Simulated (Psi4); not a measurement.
# M06-2X/def2-TZVP (core potential) run of ZrO (SMILES [O][Zr])

What is the energy change on altering one bond length of ZrO at M06-2X/def2-TZVP (core potential)? 

The calculation is run with Psi4 1.11.

1 further run of the same task is left out (set aside as unsound or not needed).

## 1. The molecule

ZrO: 2 atoms, total charge 0, spin state singlet. As SMILES, `[O][Zr]`. Geometry: the measured bond length.

Bond lengths: O1–Zr2 1.712 Å.

## 2. The energy at M06-2X/def2-TZVP (core potential)

Input file ozr.xyz:

```xyz
2
OZr
O      0.000000     0.000000     0.000000
Zr     0.000000     0.000000     1.711600
```

Input file ozr.py:

```python
import psi4

psi4.set_memory('1600 MB')
psi4.set_num_threads(1)
psi4.set_output_file('psi4.out', False)

with open('ozr.xyz') as f:
    atoms = ''.join(f.readlines()[2:])
geom = psi4.geometry('0 1\n' + atoms + 'symmetry c1\nno_reorient\nno_com')

options = {'reference': 'rks', 'puream': True, 'e_convergence': 1e-09, 'd_convergence': 1e-08, 'scf_type': 'pk', 'dft_radial_points': 99, 'dft_spherical_points': 590}
psi4.set_options(options)

e_tot = psi4.energy('m06-2x/def2-TZVP')
print(f'total energy {e_tot:.8f} hartree = {e_tot * 27.211386:.5f} eV')
```

Command:

```console
$ python ozr.py
```

psi4.out:

```text
[...]
    !!!  WARNING: ECP capability is in beta. Please check occupations closely.  !!!
[...]
  Running in c1 symmetry.
[...]
  Nuclear repulsion =   29.680423127085771
[...]
  Multiplicity = 1
[...]
  Nalpha       = 10
  Nbeta        = 10
[...]
    Number of basis functions: 71
[...]
   @RKS iter   1:  -121.76403981872753   -1.31294e-01   1.31519e-02 DIIS/ADIIS
[...]
   @RKS iter  14:  -122.15297272548717   -9.93339e-12   5.41418e-09 DIIS
[...]
    Orbital Energies [Eh]
    ---------------------
    Doubly Occupied:
       1A    -19.641169     2A     -2.315464     3A     -1.454218
       4A     -1.413274     5A     -1.413274     6A     -0.984496
       7A     -0.427777     8A     -0.427777     9A     -0.426691
      10A     -0.218344
[...]
  @RKS Final Energy:  -122.15297272548717
   => Energetics <=
    Nuclear Repulsion Energy =             29.6804231270857706
    One-Electron Energy =                -240.4657004683048740
    Two-Electron Energy =                  95.5844990341572185
    DFT Exchange-Correlation Energy =      -6.9521944184252762
    Empirical Dispersion Energy =           0.0000000000000000
    VV10 Nonlocal Energy =                  0.0000000000000000
    Total Energy =                       -122.1529727254871744
[...]
 Multipole Moments:
 ------------------------------------------------------------------------------------
     Multipole            Electronic (a.u.)      Nuclear  (a.u.)        Total (a.u.)
 ------------------------------------------------------------------------------------
 L = 1.  Multiply by 2.5417464519 to convert [e a0] to [Debye]
 Dipole X            :          0.0000008            0.0000000            0.0000008
 Dipole Y            :         -0.0000004            0.0000000           -0.0000004
 Dipole Z            :        -37.8324149           38.8134628            0.9810479
 Magnitude           :                                                    0.9810479
[...]
```

On the terminal:

```text
total energy -122.15297273 hartree = -3323.95169 eV
```

It took 6.3 s on 1 thread of Intel Xeon 6975P-C (Granite Rapids), shared host; peak memory 0.78 GiB.

## 3. The distorted shape: energy and gradient at M06-2X/def2-TZVP (core potential)

Input file ozr.in:

```
memory 1600 mb

molecule m {
  O      0.000000     0.000000    -0.513500
  Zr     0.000000     0.000000     1.711600
  symmetry c1
  no_reorient
  no_com
}

set basis def2-TZVP
set reference rks
set puream true
set e_convergence 1e-09
set d_convergence 1e-08
set scf_type pk
set dft_radial_points 99
set dft_spherical_points 590

energy_value, wavefunction = gradient("m06-2x", return_wfn=True)
oeprop(wavefunction, "WIBERG_LOWDIN_INDICES", "LOWDIN_CHARGES", "QUADRUPOLE")
```

Command:

```console
$ psi4 -n 1 ozr.in ozr.out
```

ozr.out:

```text
[...]
    !!!  WARNING: ECP capability is in beta. Please check occupations closely.  !!!
[...]
  Running in c1 symmetry.
[...]
  Nuclear repulsion =   22.830889499042744
[...]
  Multiplicity = 1
[...]
  Nalpha       = 10
  Nbeta        = 10
[...]
    Number of basis functions: 71
[...]
   @RKS iter   1:  -121.41378315225177   -8.38812e-02   1.41818e-02 ADIIS/DIIS
[...]
   @RKS iter  21:  -122.01922808119519   -9.66338e-13   3.50641e-09 DIIS
[...]
    Orbital Energies [Eh]
    ---------------------
    Doubly Occupied:
       1A    -19.609646     2A     -2.358147     3A     -1.458343
       4A     -1.458343     5A     -1.439552     6A     -0.938415
       7A     -0.349073     8A     -0.320263     9A     -0.320263
      10A     -0.246461
[...]
  @RKS Final Energy:  -122.01922808119519
   => Energetics <=
    Nuclear Repulsion Energy =             22.8308894990427440
    One-Electron Energy =                -227.0242133196404666
    Two-Electron Energy =                  89.0369326601404367
    DFT Exchange-Correlation Energy =      -6.8628369207379079
    Empirical Dispersion Energy =           0.0000000000000000
    VV10 Nonlocal Energy =                  0.0000000000000000
    Total Energy =                       -122.0192280811951946
[...]
  -Total Gradient:
     Atom            X                  Y                   Z
    ------   -----------------  -----------------  -----------------
       1        0.000000014439    -0.000000006119    -0.175222871550
       2       -0.000000014994     0.000000006332     0.174704167026
[...]
 Multipole Moments:
 ------------------------------------------------------------------------------------
     Multipole            Electronic (a.u.)      Nuclear  (a.u.)        Total (a.u.)
 ------------------------------------------------------------------------------------
 L = 1.  Multiply by 2.5417464519 to convert [e a0] to [Debye]
 Dipole X            :          0.0000008            0.0000000            0.0000008
 Dipole Y            :         -0.0000002            0.0000000           -0.0000002
 Dipole Z            :        -28.6210544           31.0504679            2.4294135
 Magnitude           :                                                    2.4294135
 L = 2.  Multiply by 1.3450342976 to convert [e a0^2] to [Debye ang]
 Quadrupole XX       :        -22.8902347            0.0000000          -22.8902347
 Quadrupole XY       :         -0.0000008            0.0000000           -0.0000008
[...]
```

It took 9.6 s on 1 thread of Intel Xeon 6975P-C (Granite Rapids), shared host; peak memory 0.77 GiB.

## 4. Summary of results

At M06-2X/def2-TZVP (core potential):

| quantity | value |
| --- | --- |
| first shape: total energy | -122.15297 Eh |
| first shape: dipole moment | 2.49 D |
| first shape: HOMO energy | -5.94 eV |
| first shape: LUMO energy | -1.98 eV |
| first shape: HOMO–LUMO gap | 3.96 eV |
| distorted shape: total energy | -122.01923 Eh |
| distorted shape: dipole moment | 6.17 D |
| distorted shape: HOMO energy | -6.71 eV |
| distorted shape: LUMO energy | -2.88 eV |
| distorted shape: HOMO–LUMO gap | 3.83 eV |
| distorted shape: largest force on an atom | 9.010 eV/Å |
| energy change with the O1–Zr2 bond stretched from 1.712 to 2.225 Å | 3.639 eV |

What this shows: With the O1–Zr2 bond stretched from 1.712 to 2.225 Å the energy rises by 3.64 eV (351 kJ/mol). The first shape isn't relaxed at this level, so the change isn't measured from a minimum.
